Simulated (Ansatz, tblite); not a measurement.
# The cluster Cu8Te4: isomers from a random search

One table from this session's results is given with a row withheld; the runs are named, their logs left out.

Method: relaxed with PBE-D4/def2-SVP, singlet; program: Ansatz 0.2.0, Gaussian basis.

3 further runs of the same task are left out: 3 set aside as unsound or not needed.

## The system as given

12 atoms, charge 0, spin multiplicity 1.

Atoms are counted from 1 here; the program's logs count them from 0.

Bond lengths: Cu1–Te11 2.626 Å, Cu1–Te12 2.623 Å, Cu2–Te9 2.623 Å, Cu2–Te10 2.619 Å, Cu3–Te10 2.553 Å, Cu3–Te11 2.552 Å, Cu4–Te11 2.620 Å, Cu4–Te12 2.624 Å, Cu5–Te9 2.552 Å, Cu5–Te12 2.553 Å, Cu6–Te9 2.550 Å, Cu6–Te11 2.552 Å, Cu7–Te10 2.551 Å, Cu7–Te12 2.551 Å, Cu8–Te9 2.625 Å, Cu8–Te10 2.624 Å. Angles: Te11–Cu1–Te12 124.3°, Te9–Cu2–Te10 124.5°, Te10–Cu3–Te11 168.5°, Te11–Cu4–Te12 124.5°, Te9–Cu5–Te12 168.4°, Te9–Cu6–Te11 168.6°, Te10–Cu7–Te12 168.6°, Te9–Cu8–Te10 124.2°, Cu2–Te9–Cu5 87.8°, Cu2–Te9–Cu6 58.6°, Cu2–Te9–Cu8 54.8°, Cu5–Te9–Cu6 63.5°, Cu5–Te9–Cu8 58.4°, Cu6–Te9–Cu8 87.8°, Cu2–Te10–Cu3 58.7°, Cu2–Te10–Cu7 87.9°, Cu2–Te10–Cu8 54.8°, Cu3–Te10–Cu7 63.2° and more.

Te takes a core potential in the def2 sets. No spin-orbit coupling is included.

A search from random starts with GFN1-xTB found 14 distinct shapes; 3 go on here. The structure above is candidate A, which lies 0.00 eV above the lowest at that level; B lies 0.23 eV above the lowest at that level; C lies 0.28 eV above the lowest at that level.

Set-up of the first run:

in.yaml

```yaml
crystal:
  periodic: [false, false, false]
  atoms:
    - {symbol: Cu, position_ang: [0.479760, -1.896290, -1.488660]}
    - {symbol: Cu, position_ang: [0.686200, 2.339910, 0.327630]}
    - {symbol: Cu, position_ang: [1.309000, 0.114110, 1.365950]}
    - {symbol: Cu, position_ang: [0.494450, -2.238360, 0.899400]}
    - {symbol: Cu, position_ang: [-1.313970, -0.112650, -1.363120]}
    - {symbol: Cu, position_ang: [1.301160, 0.488690, -1.288700]}
    - {symbol: Cu, position_ang: [-1.295120, -0.491590, 1.292660]}
    - {symbol: Cu, position_ang: [-1.664350, 1.793780, 0.255860]}
    - {symbol: Te, position_ang: [-0.444500, 2.191350, -2.034020]}
    - {symbol: Te, position_ang: [-0.432930, 1.548190, 2.559710]}
    - {symbol: Te, position_ang: [2.699760, -1.346330, -0.198510]}
    - {symbol: Te, position_ang: [-1.819460, -2.390820, -0.328210]}
basis:
  gaussian: {orbitals: def2-SVP}
hamiltonian: {xc: pbe, dispersion: d4}
scf: {lower_state_search: "off"}
output: {orbitals: {seedname: orbitals}}
relax: {f_tol: 0.03, max_steps: 70}
```

Run with:

```console
$ ansatz run in.yaml --threads 2 --pin off --events-out ev --progress --plain --max-ram 32768MiB --backend cuda --devices 0, --max-vram 18GiB
```

Among the steps run: Relaxing candidate A; Relaxing candidate B; Relaxing candidate C; Candidate B, PBE0-D4/def2-TZVP; Candidate B, PBE-D4/def2-TZVP; Candidate B, r2SCAN-D4/def2-TZVP; Candidate B, r2SCAN0-D4/def2-TZVP; Candidate B, PBE-D4/def2-SVP; Candidate B, PBE0-D4/def2-SVP; Candidate B, MP2/def2-TZVP; Candidate B, RPA/def2-TZVP; Candidate C, PBE0-D4/def2-TZVP; Candidate C, PBE-D4/def2-TZVP; Candidate C, r2SCAN-D4/def2-TZVP; Candidate C, r2SCAN0-D4/def2-TZVP; Candidate C, PBE-D4/def2-SVP; Candidate C, PBE0-D4/def2-SVP; Candidate C, MP2/def2-TZVP; Candidate C, RPA/def2-TZVP.

One of the session's tables, all rows but one given; the rest of the session is left out.

It belongs to the step «C against A». 

| level | C above A (eV) |
| --- | --- |
| GFN1-xTB | ? |
| GFN2-xTB | +1.011 |
| HF/def2-TZVP | +0.787 |
| PBE-D4/def2-SVP | +0.111 |
| PBE-D4/def2-TZVP | +0.170 |
| r2SCAN-D4/def2-TZVP | +0.164 |
| PBE0-D4/def2-SVP | +0.326 |
| PBE0-D4/def2-TZVP | +0.378 |
| r2SCAN0-D4/def2-TZVP | +0.381 |
| RPA/def2-TZVP | +0.221 |
| MP2/def2-TZVP | +0.286 |

Estimate the missing values for GFN1-xTB.

The run gave: C above A (eV): +0.325. In the column «C above A (eV)» it lies between MP2/def2-TZVP (+0.286) and PBE0-D4/def2-SVP (+0.326).

To keep in mind: The search was small, so a lower isomer may exist. Only singlets are compared; another spin may lie lower and prefer another shape.
